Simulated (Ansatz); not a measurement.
# CH6O3Si: the cost of one run

Computed with the Python package of Ansatz 0.2.0. Level of theory: CAM-B3LYP/6-31G*.

## Step 1: The structure

Bond lengths: C1–O2 1.356 Å, O2–Si3 1.655 Å, Si3–O4 1.561 Å, Si3–O5 1.675 Å, C1–H6 1.095 Å, C1–H7 1.116 Å, C1–H8 1.149 Å, Si3–H9 1.416 Å, O4–H10 0.992 Å, O5–H11 0.964 Å. Angles (14 of 15 angles, heavy atoms first): C1–O2–Si3 117.1°, O2–Si3–O4 110.5°, O2–Si3–O5 106.7°, O4–Si3–O5 106.8°, O2–C1–H6 116.5°, O2–C1–H7 112.5°, O2–C1–H8 109.9°, O2–Si3–H9 110.8°, O4–Si3–H9 113.4°, O5–Si3–H9 108.4°, Si3–O4–H10 120.1°, Si3–O5–H11 114.8°, H6–C1–H7 107.8°, H6–C1–H8 104.9°.

The script holds or builds the structure itself.

## Step 2: Script

ch6o3si.py

```python
import ansatz as az
import numpy as np

GEOMETRY = '''
C    -0.28580    1.45330   -0.82100
O     0.54540    0.68950   -0.07020
Si    0.13430   -0.90150    0.12780
O    -1.18070   -1.02600    0.95930
O     1.35110   -1.60440    1.03940
H    -0.43170    1.13960   -1.85980
H    -1.29350    1.57090   -0.35550
H     0.12420    2.52490   -0.88990
H     0.07360   -1.56330   -1.12200
H    -1.13890   -1.24660    1.92510
H     2.16740   -1.09340    1.08730
'''


def main() -> None:
    ch6o3si = az.Crystal.molecule()
    for line in GEOMETRY.strip().splitlines():
        symbol, *xyz = line.split()
        ch6o3si = ch6o3si.atom(symbol, [float(v) for v in xyz])

    job = ch6o3si.calculation()
    job = job.basis(gaussian='6-31G*')
    job = job.functional('cam_b3lyp')
    symbols = [site.symbol for site in ch6o3si.cartesian_sites]
    start = np.array([site.position_ang for site in ch6o3si.cartesian_sites], dtype=float)
    def progress(event):
        if event['event'] == 'relax_step':
            row = event['data']
            print(f'step {row["step"]:3d}  E = {row["lagrangian_ev"]:.6f} eV  max force {row["allowed_force_max_ev_ang"]:.4f} eV/A')


    data = job.relax(force_tolerance=0.02).session().plan().execute(on_event=progress).report
    end = np.array(data['positions_ang'])

    print(f'E = {data["free_energy_ev"]:.6f} eV = {data["free_energy_ev"] / 27.211386246:.7f} Ha')
    print('converged:', data['converged'], ' doubts:', data['published_state_doubts'] or 'none')

    print('final positions (A) and the move of each atom')
    for symbol, xyz, old in zip(symbols, end, start):
        print(f'{symbol:2s} {xyz[0]:10.5f} {xyz[1]:10.5f} {xyz[2]:10.5f}   {np.linalg.norm(xyz - old):7.4f}')
    with open('ch6o3si_opt.xyz', 'w') as handle:
        handle.write(f'{len(symbols)}\nrelaxed CH6O3Si\n')
        handle.writelines(f'{s:2s} {x:11.6f} {y:11.6f} {z:11.6f}\n' for s, (x, y, z) in zip(symbols, end))


if __name__ == '__main__':
    main()
```

## Step 3: What the engine is handed

The engine receives this input:

```yaml
crystal:
  periodic: [false, false, false]
  atoms:
    - { symbol: C, position_ang: [-0.2858, 1.4533, -0.821] }
    - { symbol: O, position_ang: [0.5454, 0.6895, -0.0702] }
    - { symbol: Si, position_ang: [0.1343, -0.9015, 0.1278] }
    - { symbol: O, position_ang: [-1.1807, -1.026, 0.9593] }
    - { symbol: O, position_ang: [1.3511, -1.6044, 1.0394] }
    - { symbol: H, position_ang: [-0.4317, 1.1396, -1.8598] }
    - { symbol: H, position_ang: [-1.2935, 1.5709, -0.3555] }
    - { symbol: H, position_ang: [0.1242, 2.5249, -0.8899] }
    - { symbol: H, position_ang: [0.0736, -1.5633, -1.122] }
    - { symbol: H, position_ang: [-1.1389, -1.2466, 1.9251] }
    - { symbol: H, position_ang: [2.1674, -1.0934, 1.0873] }
basis:
  gaussian:
    orbitals: "6-31G*"
hamiltonian:
  xc: cam_b3lyp
relax:
  f_tol: 0.02
```

## Step 4: Running it

Run with:

```sh
> python ch6o3si.py
```

**Question.** How long does this script take on 1 thread of Arm Neoverse V2, shared host, and how much memory does it need?

About 53 s, with a peak of 0.29 GiB.
